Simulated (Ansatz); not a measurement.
# CH2BBrClIn: the cost of one run

Program: Ansatz 0.2.0, Gaussian basis. Level of theory: the settings change from run to run. These are calculated values, not measurements.

## Step 1: The relaxed structure

The geometry comes from an earlier relaxation with PBE0-D4 in a triple-zeta def2 set; it is a stationary point, not always the lowest conformer. In takes a core potential in def2 sets; no spin-orbit term is included.

7 atoms, charge 0, spin multiplicity 1.

Atoms are counted from 1 here; the program's logs count them from 0.

Bond lengths: Cl1–C2 1.713 Å, C2–Br3 1.961 Å, C2–B4 1.439 Å, Br3–In5 2.931 Å, B4–In5 2.163 Å, B4–H6 1.188 Å, In5–H7 1.713 Å. Angles: Cl1–C2–Br3 111.1°, Cl1–C2–B4 127.9°, Br3–C2–B4 121.0°, C2–Br3–In5 67.6°, C2–B4–In5 102.0°, C2–B4–H6 128.3°, In5–B4–H6 129.7°, Br3–In5–B4 69.5°, Br3–In5–H7 108.3°, B4–In5–H7 177.8°.

## Step 2: PBE/def2-mTZVP

This run has multiplicity 3, D3(BJ) dispersion.

in.yaml reads:

```yaml
crystal:
  periodic: [false, false, false]
  atoms:
    - {symbol: Cl, position_ang: [0.100138, -1.973701, 1.998002]}
    - {symbol: C, position_ang: [0.088322, -0.834520, 0.719215]}
    - {symbol: Br, position_ang: [0.974990, -1.554929, -0.874110]}
    - {symbol: B, position_ang: [-0.470616, 0.491524, 0.720450]}
    - {symbol: In, position_ang: [-0.022748, 1.169801, -1.284493]}
    - {symbol: H, position_ang: [-1.031034, 1.053999, 1.604618]}
    - {symbol: H, position_ang: [0.360948, 1.647836, -2.883683]}
basis:
  gaussian: {orbitals: def2-mTZVP}
magnetization: {spin_polarized: true, initial_magnetization: 2}
hamiltonian: {xc: {name: PBE}, dispersion: d3bj}
```

On the command line:

```
$ ansatz run in.yaml --threads 2 --pin off --events-out ev --progress --plain --max-ram 22528MiB --backend cpu
```

**Question.** How long does this run take on 2 threads of AMD EPYC 7R13, shared host, and how much memory does it need?

About 9 s, with a peak of 0.3 GiB.
